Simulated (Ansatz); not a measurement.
The system is BW.

```
W B
1.0
    -1.55750    1.55750    8.46500
     1.55750   -1.55750    8.46500
     1.55750    1.55750   -8.46500
W B
4 4
Direct
  0.80300 0.80300 0.00000
  0.55300 0.05300 0.50000
  0.94700 0.44700 0.50000
  0.19700 0.19700 0.00000
  0.64800 0.64800 0.00000
  0.39800 0.89800 0.50000
  0.10200 0.60200 0.50000
  0.35200 0.35200 0.00000
```

Base run:

- Program: Ansatz 0.2.0
- Functional: PBEsol
- Potentials or basis: Ansatz PAW
- Cutoff: 420 eV (not typed: the program's choice for these potentials)
- k mesh: 12 × 12 × 12
- Occupations: fermi-dirac, width 0.05 eV
- Spin: no spin polarisation

Its results: band gap on the k mesh none (metal or under the smearing width); pressure 3.2 GPa; largest force 2.053 eV/Å.

Q: The run is repeated on the same cell with these changes: potentials or basis from Ansatz PAW to PseudoDojo standard (PBEsol files); cutoff from 420 eV (not typed: the program's choice for these potentials) to 1034 eV. What comes out?

A: Band gap on the k mesh none (metal or under the smearing width); pressure 3.8 GPa; largest force 2.075 eV/Å.

Caveats: forces of over 1 eV/Å show positions far from the minimum, so gaps and moduli don't describe the material at rest; the PAW data sets come from PBE, with cores solved anew for the run's functional, which leaves a small shift of forces and pressure (some runs).
